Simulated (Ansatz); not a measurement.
# GaH₇O₄Si: basis-set convergence

How large a basis does GaH₇O₄Si need? Two functionals are run in growing sets.

The runs use Ansatz 0.2.0, Gaussian basis; one geometry, several basis sets.

Plan: PBE0-D4/def2-SVP; ωB97M-V/def2-SVP; PBE0-D4/def2-QZVPP; ωB97M-V/def2-QZVPP; the functionals' def2-TZVPP values are taken from earlier runs.

### Step 1. The relaxed structure

The geometry comes from an earlier relaxation with PBE0-D4 in a triple-zeta def2 set; it is a stationary point, not always the lowest conformer.

SMILES `[OH][Ga-]([OH])([OH])[OH+][SiH3]`, 13 atoms, charge 0, spin multiplicity 1.

Atoms are counted from 1 here; the program's logs count them from 0.

Bond lengths: O1–Ga2 1.802 Å, O1–H7 0.959 Å, Ga2–O3 1.810 Å, Ga2–O4 1.788 Å, Ga2–O5 2.087 Å, O3–H8 0.958 Å, O4–H9 0.959 Å, O5–Si6 1.694 Å, O5–H10 0.967 Å, Si6–H11 1.478 Å, Si6–H12 1.473 Å, Si6–H13 1.485 Å. Angles: Ga2–O1–H7 113.0°, O1–Ga2–O3 119.4°, O1–Ga2–O4 116.7°, O1–Ga2–O5 93.6°, O3–Ga2–O4 120.1°, O3–Ga2–O5 88.1°, O4–Ga2–O5 108.0°, Ga2–O3–H8 113.9°, Ga2–O4–H9 112.9°, Ga2–O5–Si6 119.9°, Ga2–O5–H10 99.1°, Si6–O5–H10 117.8°, O5–Si6–H11 110.9°, O5–Si6–H12 105.7°, O5–Si6–H13 106.1°, H11–Si6–H12 113.4°, H11–Si6–H13 109.6°, H12–Si6–H13 110.8°.

### Step 2. PBE0-D4 in def2-SVP

File in.yaml:

```yaml
crystal:
  periodic: [false, false, false]
  atoms:
    - {symbol: O, position_ang: [-1.175681, -0.801730, -1.092421]}
    - {symbol: Ga, position_ang: [-0.487806, -0.967766, 0.565275]}
    - {symbol: O, position_ang: [0.992163, -1.979722, 0.814733]}
    - {symbol: O, position_ang: [-1.596708, -0.650053, 1.931407]}
    - {symbol: O, position_ang: [0.765943, 0.687880, 0.354964]}
    - {symbol: Si, position_ang: [0.577604, 1.728331, -0.968246]}
    - {symbol: H, position_ang: [-2.131883, -0.729236, -1.095767]}
    - {symbol: H, position_ang: [1.103477, -2.672448, 0.161827]}
    - {symbol: H, position_ang: [-1.267544, -0.987778, 2.766245]}
    - {symbol: H, position_ang: [1.619614, 0.247831, 0.465429]}
    - {symbol: H, position_ang: [0.890567, 1.033847, -2.234372]}
    - {symbol: H, position_ang: [-0.810130, 2.217685, -0.895777]}
    - {symbol: H, position_ang: [1.540885, 2.838460, -0.758498]}
basis:
  gaussian: {orbitals: def2-SVP}
hamiltonian: {xc: pbe0, dispersion: d4}
output: {orbitals: {seedname: orbitals}}
```

Started as:

```
> ansatz run in.yaml --threads 4 --pin off --events-out ev --progress --plain --max-ram 11315MiB
```

Further steps of the session: ωB97M-V in def2-SVP; PBE0-D4 in def2-QZVPP; ωB97M-V in def2-QZVPP.

Q: Predict the results of all the runs planned. Wanted: PBE0-D4: double and triple zeta above quadruple; ωB97M-V: double and triple zeta above quadruple.

**Answer**, as computed:

| quantity | value |
| --- | --- |
| PBE0-D4: double and triple zeta above quadruple | 21.98, 1.97 eV |
| ωB97M-V: double and triple zeta above quadruple | 22.10, 1.88 eV |

**Reading.** PBE0-D4 gains 20.01 eV from double to triple zeta, then 1.97 eV more. Total energies overstate the basis error of differences, where much of it tends to cancel. The LUMO of ωB97M-V is positive and keeps falling with the basis (1.59 to 0.65 eV): an unbound level that the basis holds in place.
